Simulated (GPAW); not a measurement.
Write an ASE script for GPAW 26.7.0 that does the following.

```
Task                : single point
Functional          : PBE
Potentials or basis : GPAW PAW data sets (gpaw-data 1.2.1)
Cutoff              : 600 eV
Basis               : pw
k mesh              : 8 × 8 × 2
Occupations         : fermi-dirac, width 0.05 eV
Spin                : no spin polarisation
Maxiter             : 120
Convergence         : default
```

The system is ScTaN.

```
Ta Sc N
1.0
     3.08507    0.00000    0.00000
    -1.54253    2.67175    0.00000
     0.00000    0.00000   10.34014
Ta Sc N
2 2 2
Direct
  0.33333 0.66667 0.24563
  0.66667 0.33333 0.75437
  0.00000 0.00000 0.00000
  0.00000 0.00000 0.50000
  0.33333 0.66667 0.62984
  0.66667 0.33333 0.37016
```

The cell comes from a database or a generator and needn't be the stable form of this composition.

These files were run (other wordings do the same):

run.py

```python
from ase import Atoms
from ase.dft.bandgap import bandgap
from ase.io import write
from ase.units import GPa
from gpaw import GPAW, PW

atoms = Atoms(['Ta', 'Ta', 'Sc', 'Sc', 'N', 'N'],
              cell=[[3.0850655424, 0.0, 0.0],
                    [-1.5425327712, 2.6717451321, 0.0],
                    [0.0, 0.0, 10.340136]],
              scaled_positions=[[0.3333333333, 0.6666666667, 0.245631],
                                [0.6666666667, 0.3333333333, 0.754369],
                                [0.0, 0.0, 0.0],
                                [0.0, 0.0, 0.5],
                                [0.3333333333, 0.6666666667, 0.629841],
                                [0.6666666667, 0.3333333333, 0.370159]],
              pbc=True)

calc = GPAW(mode=PW(600),
            xc='PBE',
            kpts={'size': (8, 8, 2), 'gamma': True},
            occupations={'name': 'fermi-dirac', 'width': 0.05},
            nbands=53,
            maxiter=120,
            txt='gpaw.txt')
atoms.calc = calc
energy = atoms.get_potential_energy()
forces = atoms.get_forces()
stress = atoms.get_stress()
calc.write('gs.gpw')
write('result.traj', atoms)
print(f'Energy: {energy:.6f} eV')
print('Forces (eV/A):')
print(forces.round(4))
print('Stress (GPa):', (stress / GPa).round(3))
print('Fermi level:', round(calc.get_fermi_level(), 4), 'eV')
print(f'Gap: {bandgap(calc)[0]:.4f} eV, direct: {bandgap(calc, direct=True)[0]:.4f} eV')
```

Potentials or basis: GPAW PAW data sets (gpaw-data 1.2.1), pw.

Command:

```bash
$ OMP_NUM_THREADS=1 python run.py
```

Results of the run:

```
Pressure               : -3.8 GPa
Largest force          : 0.059 eV/Å
Band gap on the k mesh : none (metal or under the smearing width)
```

Caveat: the cutoff is short for stress and forces, so pressures can be off by a GPa or more.

Run time: 90 s on 1 thread of Arm Neoverse V1 (shared host), peak memory 0.24 GiB.
